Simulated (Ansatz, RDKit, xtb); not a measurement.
**C5H8B2: which of the isomers drawn lies lowest?**

Which of a sample of isomers of C5H8B2 is the most stable in the gas at 298.15 K, and what are its properties? The sample is small against all isomers, and the most stable one of this formula need not be in it.

Plan: many cheap relaxations first (GFN2-xTB), then density-functional screening, relaxation at r2SCAN-D4/def2-SVP, vibrations (at GFN2-xTB) and a final energy. The numbers are computed, not measured.

## Step 1: Drawing up candidates

Isomers were taken from a list of plausible structures; this is a sample, not all of them. That gives 10 candidates.

| label | SMILES | spin |
| --- | --- | --- |
| c016 | BC1=CBC=C1C | singlet |
| c082 | BC1=CC=CB1C | singlet |
| c222 | BC1=CBC(C)=C1 | singlet |
| c264 | BC1=C(C)BC=C1 | singlet |
| c541 | BC1=C(C)C=CB1 | singlet |
| c671 | BC1=CB(C)C=C1 | singlet |
| c764 | BB1C=CC=C1C | singlet |
| c844 | BC1=CC(C)=CB1 | singlet |
| c963 | BB1C=CC(C)=C1 | singlet |
| c985 | BC1=CC=C(C)B1 | singlet |

Candidates are built by distance geometry, with a force field where one applies, in up to four conformers (letters a to d).

**Question.** With final energies at CCSD(T)/def2-SVP + MP2/def2-TZVPP - MP2/def2-SVP, which structure will this search put lowest in free energy, and by what margin?

| quantity | value |
| --- | --- |
| lowest structure found | BC1=CC=CB1C, singlet |
| next finalist | BC1=CB(C)C=C1, singlet, 2.0 kcal/mol higher in G |
| share at equilibrium, among the finalists | 96.9 % |

The search ends on `BC1=CC=CB1C`. The margin, 2.0 kcal/mol, is modest. HF/STO-3G, r2SCAN-D4/def2-SVP, r2SCAN-D4/def2-SVP, relaxed, HF/def2-SVP and MP2/def2-SVP already put its bonding pattern lowest among the structures in one piece; GFN2-xTB favours the singlet BC1=CC(C)=CB1. It still has an imaginary mode, so it is no strict minimum; a nearby shape lies a little lower. The search is not exhaustive (a finite list of starts, one conformer a finalist), so a lower isomer can't be ruled out. Only 10 drawn patterns were tried, so whole families of isomers are missing, and the result ranks this sample alone.
